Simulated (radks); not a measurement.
# Nuclear size and the levels of Ir

One table from this session's results is given with a row withheld; the runs are named, their logs left out.

Program: radks (a radial shooting solver on a logarithmic mesh, Libxc functionals) version 1. Level of theory: Dirac Kohn-Sham, exchange-only LDA, spin-unpolarised, spherical densities, finite nucleus; open shells are shared between the two j in proportion to 2j + 1. These are calculated values, not measurements, unless marked.

### The atom as given

- element: iridium (Z = 77)
- charge: 0
- electrons: 77
- configuration: [Xe] 4f14 5d7 6s2
- nuclear rms radius: 5.4032 fm

The outer shells:

Ir
```
[Xe] core
4f [↑↓][↑↓][↑↓][↑↓][↑↓][↑↓][↑↓]
5d [↑↓][↑↓][↑ ][↑ ][↑ ]
6s [↑↓]
```

The first run:

Input:

```text
Z 77
configuration [Xe] 4f14 5d7 6s2 6p0 7s0
relativity Dirac
functional lda,
spin unpolarised
j_filling average
nucleus finite rms 5.4032 fm
c 137.035999084
```

Launch:

```bash
python run_ks.py task.json out
```

The same process makes all the runs of this session.

Steps of the session up to this table: rms radius 5.4032 fm.

One of the session's tables, all rows but one given; the rest of the session is left out.

Sizes of the orbitals, from the radial functions (bohr):

| level | <r> | outermost maximum (interpolated) | 90 % within | nodes |
| --- | --- | --- | --- | --- |
| 4f5/2 | 0.5318 | 0.392 | 0.863 | 0 |
| 4f7/2 | 0.5395 | 0.397 | 0.876 | 0 |
| 5p3/2 | 1.165 | 1.03 | 1.70 | 3 |
| 5d3/2 | 1.687 | 1.28 | 2.67 | 2 |
| 5d5/2 | 1.772 | 1.32 | 2.82 | 2 |
| 6s1/2 | ? | ? | ? | ? |
| 6p1/2 | 4.410 | 3.23 | 7.06 | 4 |
| 6p3/2 | 5.350 | 3.78 | 8.74 | 4 |

Estimate the missing values for 6s1/2.

**Answer.** <r>: 2.934; outermost maximum (interpolated): 2.41; 90 % within: 4.41; nodes: 5. In the column «<r>» it lies between 5d5/2 (1.772) and 6p1/2 (4.410).
